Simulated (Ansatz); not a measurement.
# GeH₄ (singlet): from Hartree-Fock to the top rungs, cc-pVDZ

One table from this session's results is given with a row withheld; the runs are named, their logs left out.

Program: Ansatz 0.2.0, Gaussian basis. Level of theory: cc-pVDZ, core rule «outside noble gas», up to 14 orbitals frozen. These are calculated values, not measurements.

Plan: UHF; CCSD(T) on RHF; BCCD(T) on RHF; CISD; CCSDT(Q) on RHF; CISDTQ; CCSDTQ on RHF; CASSCF and MRCISD+Q, 8 electrons in 8 orbitals; CASSCF and NEVPT2, 8 electrons in 8 orbitals; Full CI.

6 further runs of the same task are left out: 6 set aside as unsound or not needed.

## The system

The geometry is a PBE0/def2-TZVP stationary point (not a proven minimum). No spin-orbit coupling is included. The filled d shell of Ge may be among the frozen orbitals whatever the setting's name suggests; the logs give the count.

5 atoms, charge 0, spin multiplicity 1.

Atoms are counted from 1 here; the program's logs count them from 0.

Bond lengths: Ge1–H2 1.534 Å, Ge1–H3 1.534 Å, Ge1–H4 1.534 Å, Ge1–H5 1.534 Å. Angles: H2–Ge1–H3 109.5°, H2–Ge1–H4 109.5°, H2–Ge1–H5 109.5°, H3–Ge1–H4 109.5°, H3–Ge1–H5 109.5°, H4–Ge1–H5 109.5°.

The first run:

The input, in.yaml:

```yaml
crystal:
  periodic: [false, false, false]
  atoms:
    - {symbol: Ge, position_ang: [0.000000, 0.000000, 0.000000]}
    - {symbol: H, position_ang: [0.884324, 0.887199, 0.886047]}
    - {symbol: H, position_ang: [-0.887886, -0.884021, 0.885661]}
    - {symbol: H, position_ang: [-0.883825, 0.884513, -0.889224]}
    - {symbol: H, position_ang: [0.887387, -0.887691, -0.882484]}
basis:
  gaussian: {orbitals: cc-pVDZ}
magnetization: {spin_polarized: true, initial_magnetization: 0}
hamiltonian: {xc: hf}
output: {orbitals: {seedname: orbitals}}
```

Started as:

```console
$ ansatz run in.yaml --threads 1 --pin off --events-out ev --progress --plain --max-ram 2764MiB --backend cpu
```

Steps of the session up to this table: UHF; CCSD(T) on RHF; BCCD(T) on RHF; CISD; CCSDT(Q) on RHF; CISDTQ; CCSDTQ on RHF; CASSCF and MRCISD+Q, 8 electrons in 8 orbitals; CASSCF and NEVPT2, 8 electrons in 8 orbitals; Full CI.

One of the session's tables, all rows but one given; the rest of the session is left out.

```
          method  from FCI (kcal/mol)
             RHF               +91.21
            RMP2               +20.63
            CISD                +6.11
           RCCSD                +1.88
        RCCSD(T)                    ?
         BCCD(T)                +0.39
          RCCSDT                +0.04
          CISDTQ                +0.18
       RCCSDT(Q)                +0.01
         RCCSDTQ                 0.00
  CASSCF valence               +54.59
  NEVPT2 valence               +16.76
  MRCISD valence                +2.25
MRCISD+Q valence                +0.06
             FCI                    0
```

Estimate the missing values for RCCSD(T).

The run gave: from FCI (kcal/mol): +0.40. In the column «from FCI (kcal/mol)» it lies between BCCD(T) (+0.39) and RCCSD (+1.88).
